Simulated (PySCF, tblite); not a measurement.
# C5H11ClSi2: geometry, infrared bands and NMR shifts

What infrared bands and NMR shifts should C5H11ClSi2 (`[SiH3]C1=C[SiH2]C[C@@H]1CCl`) show?

Computed with tblite 0.8.0 and PySCF 2.14.0, with density-fitted response routines of our own, on a single molecule in the gas phase. Atoms are numbered from 0 throughout.

**1. Starting geometry**

19 atoms, charge 0, multiplicity 1; geometry from: force field or distance geometry start.

Bonds of the start (Å): Si0–C1 1.87, C1–C2 1.34, C2–Si3 1.88, Si3–C4 1.92, C4–C5 1.56, C5–C6 1.55, C6–Cl7 1.78, C5–C1 1.54, Si0–H8 1.48, Si0–H9 1.49, Si0–H10 1.48, C2–H11 1.08, Si3–H12 1.46, Si3–H13 1.49, C4–H14 1.09, C4–H15 1.09, C5–H16 1.11, C6–H17 1.09, C6–H18 1.09.

**2. Geometry optimisation with GFN2-xTB**

What the job is given:

```
{"job": {"kind": "relax", "xc": "GFN2-xTB", "basis": "xTB"}, "charge": 0, "multiplicity": 1}
Si     2.183900    -0.550900     1.302600
C      0.608800    -0.556400     0.298600
C      0.218900    -1.599800    -0.455200
Si    -1.467500    -1.319900    -1.228400
C     -1.746100     0.190300    -0.078200
C     -0.332100     0.656500     0.380000
C      0.202200     1.841300    -0.463100
Cl    -0.759500     3.320100    -0.195400
H      2.856300    -1.870000     1.219200
H      1.849900    -0.238600     2.721900
H      3.069500     0.503300     0.766500
H      0.725200    -2.535700    -0.613300
H     -1.348500    -0.929600    -2.633700
H     -2.411200    -2.432300    -0.939500
H     -2.327200    -0.134800     0.784900
H     -2.320800     0.967500    -0.589600
H     -0.419000     0.990600     1.430300
H      0.178300     1.609200    -1.530900
H      1.229300     2.098600    -0.184200
```

The run is started by

```
OMP_NUM_THREADS=1 python probes_run.py task.json out
```

One launch serves the whole session: the jobs run in the order shown.

**Question.** This job is followed by: GFN2-xTB harmonic vibrations, gas phase; GIAO PBE0/pcSseg-1 NMR shielding, non-relativistic, gas phase. Predict these results of the whole session: strongest single infrared mode (GFN2-xTB); zero-point energy (GFN2-xTB); ¹³C shifts against TMS (PBE0/pcSseg-1); ¹H shifts against TMS (PBE0/pcSseg-1, means over atoms taken as alike); ²⁹Si shifts against TMS (PBE0/pcSseg-1); ³⁵Cl shifts against HCl (PBE0/pcSseg-1); surface potential, 1st and 99th percentile.

The runs gave:

| quantity | value |
| --- | --- |
| strongest single infrared mode (GFN2-xTB) | 783 cm⁻¹, 544 km/mol |
| zero-point energy (GFN2-xTB) | 85.0 kcal/mol |
| ¹³C shifts against TMS (PBE0/pcSseg-1) | 172.4, 154.2, 59.1, 54.2, 14.6 ppm |
| ¹H shifts against TMS (PBE0/pcSseg-1, means over atoms taken as alike) | 6.98, 4.69, 4.50, 4.26, 3.73, 3.23, 2.73, 1.64, 1.15 ppm |
| ²⁹Si shifts against TMS (PBE0/pcSseg-1) | -36.1, -75.4 ppm |
| ³⁵Cl shifts against HCl (PBE0/pcSseg-1) | 100 ppm |
| surface potential, 1st and 99th percentile | -0.72 V and 1.16 V |

**Reading.** Relaxing lowered the energy by 0.170 eV in 65 steps; the close pair that moved most is Si0–H9, from 1.491 to 1.465 Å. No mode is imaginary among the 51: a minimum at this level. The strongest single mode, at 783 cm⁻¹, is carried by H9, H10, H13, H12. Unscaled tight-binding wavenumbers are off by several per cent, some by more. Its intensities can rank the bands wrongly. The most deshielded hydrogen is H11 (hydrogen on an alkene CH), at 6.98 ppm: olefinic region. At PBE0/pcSseg-1: The largest span, 420 ppm, is at Cl7, where the paramagnetic term is -296 ppm. At PBE0/pcSseg-1, counted by nearest atom on the grid, the HOMO lies on C1, C2 about 26 % each; Cl7 11 %, the LUMO on C1, C2 about 29 % each; H11 7 %.
